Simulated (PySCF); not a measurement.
# C4H4F4Se: the cost of one run

The runs use PySCF 2.14.0, with density-fitted response routines of our own; the level of theory stands in each step. All values are computed, except where a source is named. Atoms count from 0, in the outputs and in this text.

### Step 1. Starting geometry

13 atoms, charge 0, multiplicity 1; geometry from: GFN2-xTB. The atoms were then displaced at random by about 0.01 Å, so the start is not that level's minimum.

Bonds of the start (Å): F0–C1 1.33, C1–C2 1.34, C2–Se3 1.87, Se3–C4 2.00, C4–C5 1.50, C5–F6 1.33, C5–F7 1.35, C5–F8 1.35, C1–H9 1.08, C2–H10 1.08, C4–H11 1.11, C4–H12 1.12.

### Step 2. Relaxing the molecule at PBE0-D3(BJ)/def2-SVP

What the job is given:

```
{"job": {"xc": "PBE0", "basis": "def2-SVP", "d3": "d3bj", "grid": 1, "shake": 0.01, "kind": "geom"}, "charge": 0, "multiplicity": 1}
F      3.295130     0.889980    -1.092340
C      2.785030    -0.090360    -0.343550
C      1.492340    -0.086200    -0.007810
Se     0.407650     1.318300    -0.589380
C     -1.289070     0.661330     0.235380
C     -1.902530    -0.427160    -0.586010
F     -2.126210    -0.046740    -1.840490
F     -1.097720    -1.511730    -0.658950
F     -3.074490    -0.843840    -0.058720
H      3.533650    -0.822610    -0.070960
H      1.078040    -0.874750     0.606720
H     -1.081820     0.303410     1.260680
H     -2.014180     1.513470     0.273860
```

Launch:

```console
> OMP_NUM_THREADS=1 python probes_run.py task.json out
```

The driver reads the jobs from task.json and runs them one after another.

**Question.** How long does this first job take on 1 thread of Arm Neoverse V1, shared host, and how much memory does it need?

About 3.1 min, with a peak of 0.84 GiB.
